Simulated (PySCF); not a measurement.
**A diatomic session: BeCl+**

The task here is to estimate one member of a computed series from the others.

Method: Be def2-SVP, Cl def2-SVP, no relativity; program: PySCF 2.14.0.

Set-up of the first run:

Settings of the job:

* atoms: Be, Cl
* charge: 1
* basis: Be def2-SVP, Cl def2-SVP
* Hamiltonian: no relativity
* basis functions: 27
* electrons treated: 20
* masses in u: 9.0122, 34.9689
* levels: PBE0, PBE, r²SCAN, LDA, BLYP, M06-L, CAM-B3LYP, HF, MP2, SCS-MP2, CCSD, CCSD(T)
* grid: 80 radial by 434 angular points
* occupations: held fixed by the projection of orbital angular momentum
* dissociation limit: Be+ + Cl, each in its ground configuration
* starting distance in angstrom: 2.030
* values of 2S to try: 0, 2

On the command line:

```
> OMP_NUM_THREADS=1 python dia.py task.json out
```

Steps of the session up to this table: Set-up; First curve: PBE0; Higher solutions at PBE0; PBE (GGA); r²SCAN (meta-GGA); LDA (local density); BLYP (GGA); M06-L; CAM-B3LYP (range-separated hybrid); RHF (mean field); Adding correlation.

One of the session's tables, all rows but one given; the rest of the session is left out.

It belongs to the step «The curves together». Energy (eV) from each level's lowest point:

```
R (Å)    RHF  RHF-MP2  RHF-SCS-MP2  RHF-CCSD  RHF-CCSD(T)
1.514  1.090    1.131        1.131       n/a          n/a
1.584  0.492    0.520        0.521     0.521        0.536
1.654  0.157    0.172        0.173     0.174        0.183
1.707      ?        ?            ?         ?            ?
1.760  0.000    0.000        0.000     0.000        0.000
1.813  0.034    0.027        0.026     0.025        0.020
1.883  0.162    0.147        0.143     0.139        0.128
1.971  0.417    0.392        0.385     0.375        0.357
2.077  0.815    0.777        0.762     0.743        0.717
2.218  1.423    1.366        1.336       n/a          n/a
```

Q: Estimate the row for R (Å) = 1.707 from the others.

Worked estimate for «RHF». A straight line through the neighbours (1.654, 0.157) and (1.760, 0.000) gives 0.157 + (0.000 − 0.157) × (1.707 − 1.654) / (1.760 − 1.654) = 0.078; a parabola fitted to 4 rows on both sides gives 0.031.

**Answer.** RHF: 0.035; RHF-MP2: 0.042; RHF-SCS-MP2: 0.043; RHF-CCSD: 0.044; RHF-CCSD(T): 0.048. In «RHF» the line misses by +0.043 and the parabola by -0.004.
